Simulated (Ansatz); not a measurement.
**CH5GeS radical: a ladder of functionals and wavefunction methods**

The task here is to estimate one member of a computed series from the others.

Computed with Ansatz 0.2.0, Gaussian basis. Level: functionals in def2-TZVPP, the program's frozen cores in correlated methods.

Plan: LDA (SPW92), PBE-D4, revPBE-D4, BLYP-D4, r2SCAN-D4, B97M-V, PBE0-D4, B3LYP-D4, r2SCANh-D4, r2SCAN0-D4, HSE06-D4, BHLYP-D4, CAM-B3LYP-D4, LC-ωPBE, ωB97X-V, ωB97M-V, B2PLYP, PBE-QIDH; CCSD(T)/def2-SVP; CCSD(T)/def2-TZVPP; MP2/def2-QZVPP; extrapolation to the limit; RPA on PBE.

**The geometry**

An earlier PBE0-D4 in a triple-zeta def2 set relaxation fixed the geometry.

SMILES `[CH3][GeH2][S]`, 8 atoms, charge 0, spin multiplicity 2.

Atoms are counted from 1 here; the program's logs count them from 0.

Bond lengths: C1–Ge2 1.948 Å, C1–H4 1.090 Å, C1–H5 1.090 Å, C1–H6 1.092 Å, Ge2–S3 2.216 Å, Ge2–H7 1.542 Å, Ge2–H8 1.540 Å. Angles: Ge2–C1–H4 109.8°, Ge2–C1–H5 110.0°, Ge2–C1–H6 110.1°, H4–C1–H5 108.9°, H4–C1–H6 109.2°, H5–C1–H6 108.9°, C1–Ge2–S3 111.7°, C1–Ge2–H7 111.6°, C1–Ge2–H8 111.4°, S3–Ge2–H7 103.6°, S3–Ge2–H8 108.8°, H7–Ge2–H8 109.5°.

The first run:

in.yaml

```yaml
crystal:
  periodic: [false, false, false]
  atoms:
    - {symbol: C, position_ang: [-0.580886, 0.822180, -0.367831]}
    - {symbol: Ge, position_ang: [0.410906, -0.762637, 0.179679]}
    - {symbol: S, position_ang: [1.700910, -0.354394, 1.934907]}
    - {symbol: H, position_ang: [0.113166, 1.632387, -0.591275]}
    - {symbol: H, position_ang: [-1.248174, 1.140178, 0.433640]}
    - {symbol: H, position_ang: [-1.175911, 0.603454, -1.256487]}
    - {symbol: H, position_ang: [1.409003, -1.209957, -0.907428]}
    - {symbol: H, position_ang: [-0.536915, -1.928311, 0.519096]}
basis:
  gaussian: {orbitals: def2-TZVPP}
magnetization: {spin_polarized: true, initial_magnetization: 1}
hamiltonian: {xc: lda}
output: {orbitals: {seedname: orbitals}}
```

The run is started by

```bash
ansatz run in.yaml --threads 4 --pin off --events-out ev --progress --plain --max-ram 10444MiB
```

Steps of the session up to this table: LDA; PBE-D4 (GGA); revPBE-D4 (GGA); BLYP-D4 (GGA); r2SCAN-D4 (meta-GGA); B97M-V (meta-GGA); B3LYP-D4 (hybrid); r2SCANh-D4 (hybrid); r2SCAN0-D4 (hybrid); HSE06-D4 (hybrid); BHLYP-D4 (hybrid); CAM-B3LYP-D4 (range-separated); LC-ωPBE (range-separated); ωB97X-V (range-separated); ωB97M-V (range-separated); B2PLYP (double hybrid); PBE-QIDH (double hybrid).

One table of the session follows, with a row left open; its other results are not shown here.

It belongs to the step «Orbital energies across the functionals». 

| functional | HOMO (eV) | LUMO (eV) | gap (eV) |
| --- | --- | --- | --- |
| LDA (SPW92) | -5.80 | -5.79 | 0.01 |
| PBE-D4 | -5.75 | -5.37 | 0.37 |
| revPBE-D4 | -5.71 | -5.26 | 0.45 |
| BLYP-D4 | -5.60 | -5.33 | 0.27 |
| r2SCAN-D4 | -6.04 | -5.00 | 1.05 |
| B97M-V | -6.11 | -5.20 | 0.91 |
| PBE0-D4 | -7.01 | -4.23 | 2.78 |
| B3LYP-D4 | -6.77 | -4.61 | 2.15 |
| r2SCANh-D4 | -6.50 | -4.58 | 1.93 |
| r2SCAN0-D4 | -7.19 | -3.95 | 3.24 |
| HSE06-D4 | -6.60 | -4.62 | 1.98 |
| BHLYP-D4 | ? | ? | ? |
| CAM-B3LYP-D4 | -8.35 | -3.10 | 5.25 |
| LC-ωPBE | -9.78 | -1.63 | 8.15 |
| ωB97X-V | -9.40 | -2.14 | 7.27 |
| ωB97M-V | -9.20 | -2.25 | 6.95 |

**Question.** Estimate the row for BHLYP-D4.

Worked estimate for «HOMO (eV)». Against the share of exact exchange, BLYP-D4 (0, -5.60), B3LYP-D4 (0.2, -6.77) give a slope of -5.85 per unit share; at 0.5 the line stands at -8.52.

As computed: HOMO (eV): -8.11; LUMO (eV): -3.08; gap (eV): 5.03. In «HOMO (eV)» the line misses by -0.41.
